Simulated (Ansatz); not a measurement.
# CH₉B₂InOSi: taking an electron away

An exercise on one series of results from a longer session: the logs are not shown, and one member is left open.

Program: Ansatz 0.2.0, Gaussian basis. Level of theory: unrestricted cation, the program's frozen cores in correlated methods. These are calculated values, not measurements.

Plan: UKS PBE-D4/def2-TZVPP; UKS r2SCAN-D4/def2-TZVPP; UKS PBE0-D4/def2-TZVPP; UKS B3LYP-D4/def2-TZVPP; UKS wB97X-V/def2-TZVPP; UKS wB97M-V/def2-TZVPP; UKS B2PLYP/def2-TZVPP; UHF-CCSD(T)/def2-TZVPP; UHF-MP2/def2-QZVPP; extrapolation to the limit; then −ε(HOMO) from the neutral's earlier runs with LDA (SPW92), PBE-D4, revPBE-D4, BLYP-D4, r2SCAN-D4, B97M-V, PBE0-D4, B3LYP-D4, r2SCANh-D4, r2SCAN0-D4, HSE06-D4, BHLYP-D4, CAM-B3LYP-D4, LC-ωPBE, ωB97X-V, ωB97M-V.

1 further run of the same task is left out (it didn't finish).

**The relaxed structure**

All runs share one geometry, relaxed beforehand with PBE0-D4 in a triple-zeta def2 set. In takes the def2 core potential; no spin-orbit term is included.

15 atoms, charge 0, spin multiplicity 1.

Atoms are counted from 1 here; the program's logs count them from 0.

Bond lengths: B1–B2 1.671 Å, B1–H7 1.198 Å, B1–H8 1.199 Å, B2–O3 1.357 Å, B2–H9 1.211 Å, O3–C4 1.454 Å, C4–Si5 1.919 Å, C4–H10 1.092 Å, C4–H11 1.093 Å, Si5–In6 2.568 Å, Si5–H12 1.490 Å, Si5–H13 1.489 Å, In6–H14 1.729 Å, In6–H15 1.729 Å. Angles: B2–B1–H7 121.7°, B2–B1–H8 121.8°, H7–B1–H8 116.3°, B1–B2–O3 123.3°, B1–B2–H9 119.2°, O3–B2–H9 117.5°, B2–O3–C4 122.8°, O3–C4–Si5 105.5°, O3–C4–H10 108.9°, O3–C4–H11 107.3°, Si5–C4–H10 115.8°, Si5–C4–H11 110.6°, H10–C4–H11 108.4°, C4–Si5–In6 88.5°, C4–Si5–H12 109.4°, C4–Si5–H13 109.0°, In6–Si5–H12 118.2°, In6–Si5–H13 121.7° and more.

Set-up of the first run:

Input file in.yaml:

```yaml
crystal:
  periodic: [false, false, false]
  atoms:
    - {symbol: B, position_ang: [-2.595736, 1.045744, 0.544242]}
    - {symbol: B, position_ang: [-1.483927, -0.184294, 0.750025]}
    - {symbol: O, position_ang: [-0.157645, -0.037691, 0.502411]}
    - {symbol: C, position_ang: [0.797615, -1.123483, 0.653454]}
    - {symbol: Si, position_ang: [1.969363, -0.990936, -0.860032]}
    - {symbol: In, position_ang: [1.163519, 1.424668, -1.188941]}
    - {symbol: H, position_ang: [-3.187956, 1.193929, -0.486871]}
    - {symbol: H, position_ang: [-2.911035, 1.769879, 1.446188]}
    - {symbol: H, position_ang: [-1.865655, -1.268142, 1.130642]}
    - {symbol: H, position_ang: [0.251551, -2.064139, 0.749937]}
    - {symbol: H, position_ang: [1.347215, -0.946375, 1.581390]}
    - {symbol: H, position_ang: [1.580065, -2.007224, -1.878416]}
    - {symbol: H, position_ang: [3.360058, -1.300337, -0.425658]}
    - {symbol: H, position_ang: [1.828985, 2.683588, -0.208766]}
    - {symbol: H, position_ang: [-0.096428, 1.804813, -2.309593]}
basis:
  gaussian: {orbitals: def2-TZVPP}
total_charge: 1
magnetization: {spin_polarized: true, initial_magnetization: 1}
hamiltonian: {xc: pbe, dispersion: d4}
```

Started as:

```
> ansatz run in.yaml --threads 2 --pin off --events-out ev --progress --plain --max-ram 22528MiB --backend cuda --devices 0, --max-vram 18GiB
```

Steps of the session up to this table: Cation, UKS PBE-D4/def2-TZVPP; Cation, UKS r2SCAN-D4/def2-TZVPP; Cation, UKS PBE0-D4/def2-TZVPP; Cation, UKS B3LYP-D4/def2-TZVPP; Cation, UKS wB97X-V/def2-TZVPP; Cation, UKS wB97M-V/def2-TZVPP; Cation, UKS B2PLYP (frozen core)/def2-TZVPP; Cation, UHF-CCSD(T)/def2-TZVPP; Cation, UHF-MP2/def2-QZVPP.

One of the session's tables, all rows but one given; the rest of the session is left out.

It belongs to the step «Ionisation energies side by side». Orbital estimates, from the neutral's runs:

```
  functional  −ε(HOMO) (eV)
 LDA (SPW92)           6.12
      PBE-D4           6.00
   revPBE-D4           5.95
     BLYP-D4           5.85
   r2SCAN-D4           6.21
      B97M-V           6.29
     PBE0-D4           6.98
    B3LYP-D4           6.79
  r2SCANh-D4           6.57
  r2SCAN0-D4           7.12
    HSE06-D4           6.59
    BHLYP-D4              ?
CAM-B3LYP-D4           8.19
     LC-ωPBE           9.46
     ωB97X-V           9.15
     ωB97M-V           8.98
```

**Question.** Estimate the row for BHLYP-D4.

Worked estimate for «−ε(HOMO) (eV)». Against the share of exact exchange, BLYP-D4 (0, 5.85), B3LYP-D4 (0.2, 6.79) give a slope of 4.70 per unit share; at 0.5 the line stands at 8.20.

**Answer.** −ε(HOMO) (eV): 7.86. In «−ε(HOMO) (eV)» the line misses by +0.34.
